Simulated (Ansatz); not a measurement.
# CH3BOS2: small, medium and large basis sets

How large a basis does CH3BOS2 need? Two functionals are run in growing sets.

Method: one geometry, several basis sets; program: Ansatz 0.2.0, Gaussian basis.

Levels to be run: PBE0-D4/def2-SVP; ωB97M-V/def2-SVP; PBE0-D4/def2-QZVPP; ωB97M-V/def2-QZVPP; the functionals' def2-TZVPP values are taken from earlier runs.

## 1. Structure used throughout

All runs share one geometry, relaxed beforehand with PBE0-D4 in a triple-zeta def2 set.

8 atoms, charge 0, spin multiplicity 1.

Atoms are counted from 1 here; the program's logs count them from 0.

Bond lengths: O1–C2 1.316 Å, O1–H8 0.979 Å, C2–B3 1.550 Å, C2–H6 1.090 Å, B3–S4 1.923 Å, B3–S5 1.877 Å, B3–H7 1.187 Å, S4–S5 2.086 Å. Angles: C2–O1–H8 106.6°, O1–C2–B3 125.9°, O1–C2–H6 111.2°, B3–C2–H6 122.5°, C2–B3–S4 76.7°, C2–B3–S5 104.7°, C2–B3–H7 129.3°, S4–B3–S5 66.6°, S4–B3–H7 123.1°, S5–B3–H7 125.9°, B3–S4–S5 55.6°, B3–S5–S4 57.8°.

Geometry (Å):

```xyz
8
CH3BOS2
O    -0.5823   -0.4350    1.4811
C     0.3356    0.1243    0.7211
B     0.1281    0.6330   -0.7285
S     0.8460   -1.1333   -0.9795
S    -1.0985   -0.5697   -1.4839
H     1.2529    0.3072    1.2803
H     0.5768    1.5955   -1.2587
H    -1.3663   -0.5793    0.9125
```

## 2. PBE0-D4 in def2-SVP

in.yaml reads:

```yaml
crystal:
  periodic: [false, false, false]
  atoms:
    - {symbol: O, position_ang: [-0.582294, -0.434974, 1.481059]}
    - {symbol: C, position_ang: [0.335647, 0.124328, 0.721108]}
    - {symbol: B, position_ang: [0.128072, 0.632997, -0.728508]}
    - {symbol: S, position_ang: [0.845969, -1.133267, -0.979517]}
    - {symbol: S, position_ang: [-1.098524, -0.569734, -1.483915]}
    - {symbol: H, position_ang: [1.252875, 0.307199, 1.280309]}
    - {symbol: H, position_ang: [0.576754, 1.595533, -1.258749]}
    - {symbol: H, position_ang: [-1.366298, -0.579281, 0.912516]}
basis:
  gaussian: {orbitals: def2-SVP}
hamiltonian: {xc: pbe0, dispersion: d4}
output: {orbitals: {seedname: orbitals}}
```

Command:

```
$ ansatz run in.yaml --threads 2 --pin off --events-out ev --progress --plain --max-ram 4352MiB
```

After this run come: ωB97M-V in def2-SVP; PBE0-D4 in def2-QZVPP; ωB97M-V in def2-QZVPP.

Before running them: what should the planned runs give, taken together? Wanted: PBE0-D4: double and triple zeta above quadruple; ωB97M-V: double and triple zeta above quadruple.

**Answer**, as computed:

```
                                       quantity           value
PBE0-D4: double and triple zeta above quadruple  12.81, 0.86 eV
ωB97M-V: double and triple zeta above quadruple  12.81, 0.81 eV
```

In words: PBE0-D4 gains 11.96 eV from double to triple zeta, then 0.86 eV more. These are total energies; as a rule much of such shifts cancels in differences, which this series doesn't test.
